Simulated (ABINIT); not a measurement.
ReP2:

```xyz
3
Lattice="4.3932 0.0000 0.0000 -2.1966 3.8046 0.0000 0.0000 0.0000 2.5902" Properties=species:S:1:pos:R:3 pbc="T T T"
Re    0.0000    0.0000    1.2951
P     0.0000    2.5364    1.2951
P     2.1966    1.2682    1.2951
```

The cell was built by a generator and needn't be a form met in nature.

Base run:

- Program: ABINIT 10.8.3 (patched build)
- Functional: PBE
- Potentials or basis: SPMS NC PBE v1.0
- Cutoff: 490 eV
- k mesh: 8 × 8 × 12, shifted
- Occupations: fermi-dirac, width 0.05 eV
- Spin: no spin polarisation

Its results: pressure 0.3 GPa.

Question: The run is repeated on the same cell with these changes: k mesh from 8 × 8 × 12, shifted to 5 × 5 × 8. What comes out?

Answer: Pressure -0.5 GPa.
